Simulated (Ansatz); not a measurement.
# HfN: the cost of one run

Computed with Ansatz 0.2.0 through its Python package. Level of theory: DFT PBEsol, plane waves, PAW.

## 1. Starting point

Symmetry: F-43m, No. 216, cubic system. Conventional cell: a = 4.910 Å, b = 4.910 Å, c = 4.910 Å, α = 90.00°, β = 90.00°, γ = 90.00°. Around Hf (site symmetry -43m) lie 4 N at 2.13 Å. Around N (site symmetry -43m) lie 4 Hf at 2.13 Å.

The script reads POSCAR:

```text
HfN
1.0
   0.00000000    2.45482200    2.45482200
   2.45482200    0.00000000    2.45482200
   2.45482200    2.45482200    0.00000000
Hf N
1 1
Direct
   0.00000000    0.00000000    0.00000000
   0.75000000    0.75000000    0.75000000
```

## 2. Script

File hfn.py:

```python
'''Convergence of HfN with the k-point mesh.'''

import warnings

import ansatz as az
from ase.io import read

XC = 'PBEsol'
SIGMA = 0.15
MIXING_BETA = 0.5

warnings.simplefilter('ignore', az.DeckWarning)

atoms = read('POSCAR', format='vasp')
crystal = az.Crystal.from_ase(atoms)

calculation = crystal.calculation()
calculation = calculation.functional(XC)
calculation = calculation.basis(18 * az.Ha).occupations(az.OccupationsMethod.METHFESSEL_PAXTON, width=SIGMA)
calculation = calculation.mixing('anderson', beta=MIXING_BETA)
calculation = calculation.scf(lower_state_search='light').stress()

rows = []
for value in [(3, 3, 3), (4, 4, 4), (5, 5, 5), (6, 6, 6), (8, 8, 8), (10, 10, 10)]:
    data = calculation.kpoints(mesh=value).run(threads=1, backend='cpu').report
    rows.append((value, data['free_energy_ev'] / len(data['lattice']['sites']), data['n_iterations'], sum(data['stress_gpa'][i][i] for i in range(3)) / 3, data['n_kpoints']))

print('        mesh   F/atom (eV)    iterations       P (GPa)      k-points')
for row in rows:
    print(f'{str(row[0]):>12s}  {row[1]:12.5f}  {row[2]:12d}  {row[3]:12.3f}  {row[4]:12d}')

# differences from the last row
for row in rows[:-1]:
    shift = 1000 * (row[1] - rows[-1][1])
    print(f'{row[0]}: {shift:+.2f} meV/atom' + ('  (within 5 meV)' if abs(shift) < 5 else ''))
```

## 3. The input behind the calls

The package turns the script's settings into the engine's input (first run):

```yaml
crystal:
  lattice:
    - [0.0, 2.454822, 2.454822]
    - [2.454822, 0.0, 2.454822]
    - [2.454822, 2.454822, 0.0]
  atoms:
    - { symbol: Hf, position: [0.0, 0.0, 0.0] }
    - { symbol: "N", position: [0.75, 0.75, 0.75] }
basis:
  ecutwfc: 489.804952427784
kpoints:
  mp_grid:
    grid: [3, 3, 3]
hamiltonian:
  xc: pbesol
scf:
  lower_state_search: light
  mixing:
    algorithm: anderson
    beta: 0.5
  occupations:
    method: methfessel_paxton
    width: 0.15
output:
  stress: true
```

## 4. The run

Command:

```console
$ python hfn.py
```

**Question.** How long does this script take on 1 thread of Arm Neoverse V1, shared host, and how much memory does it need?

About 13 s, with a peak of 0.43 GiB.
